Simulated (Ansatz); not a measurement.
# NiO: the cost of one run

Computed with Ansatz 0.2.0 (DFT PBE, scalar-relativistic, plane waves, PAW, unless a step's input says otherwise).

**1. The system as given**

It takes space group R-3m (No. 166, trigonal). The conventional cell has a = 2.971 Å, b = 2.971 Å, c = 7.230 Å, α = 90.00°, β = 90.00°, γ = 120.00°. Ni (site symmetry -3m) has 6 O at 2.10 Å as nearest neighbours. O (site symmetry -3m) has 6 Ni at 2.10 Å as nearest neighbours.

Structure file:

```cif
data_structure
_symmetry_space_group_name_H-M 'P 1'
_symmetry_Int_Tables_number 1
_cell_length_a 5.1159
_cell_length_b 5.1159
_cell_length_c 5.1159
_cell_angle_alpha 33.757
_cell_angle_beta 33.757
_cell_angle_gamma 33.757
_cell_volume 36.84
loop_
_atom_site_label
_atom_site_type_symbol
_atom_site_fract_x
_atom_site_fract_y
_atom_site_fract_z
_atom_site_occupancy
Ni1 Ni 0.50000 0.50000 0.50000 1
O1 O 0.25001 0.25001 0.25001 1
Ni2 Ni 0.00000 0.00000 0.00000 1
O2 O 0.74999 0.74999 0.74999 1
```

This cell comes from an earlier session at PBE: 9.210 Å³/atom at 0.00 GPa, on a 10×10×10 mesh. The large moments point both ways and cancel.

**2. Field gradients and densities at the nuclei**

Input file input.yaml:

```yaml
crystal:
  lattice:
    - [0.0, 1.7151741836, 4.8198451907]
    - [-1.4853844149, -0.8575870918, 4.8198451907]
    - [1.4853844149, -0.8575870918, 4.8198451907]
  atoms:
    - { symbol: Ni, position: [0.5, -0.5, 0.5], spin: 1.51 }
    - { symbol: O, position: [0.2500064716, 0.2500064716, 0.2500064716] }
    - { symbol: Ni, position: [1.0, 0.0, 1.0], spin: -1.51 }
    - { symbol: O, position: [0.7499935284, 0.7499935284, 0.7499935284] }
basis:
  ecutwfc: 420
  ecutrho_ratio: 4
kpoints:
  mp_grid: { grid: [10, 10, 10] }
hamiltonian:
  xc: pbe
scf:
  occupations: { method: gaussian, width: 0.05 }
  lower_state_search: "off"
output:
  forces: true
  stress: true
  eigenvalues: true
  populations: true
  efg:
    contact_densities: true
    quadrupole_moments_barn: { Ni: 0.162, O: -0.02558 }
magnetization:
  spin_polarized: true
checkpoint:
  read: start.run
  write: ck
  compress: false
  write_wavefunctions: false
  write_every: 100000
```

start.run is the folder with the converged state of an earlier run on this cell.

Launch:

```console
$ ansatz run input.yaml --threads 2 --pin off --max-ram 5120MiB --backend cpu --events-out ev --progress --plain --runs-dir out
```

**Question.** How long does this run take on 2 threads of Arm Neoverse V1, shared host, and how much memory does it need?

About 7.6 s, with a peak of 0.5 GiB.
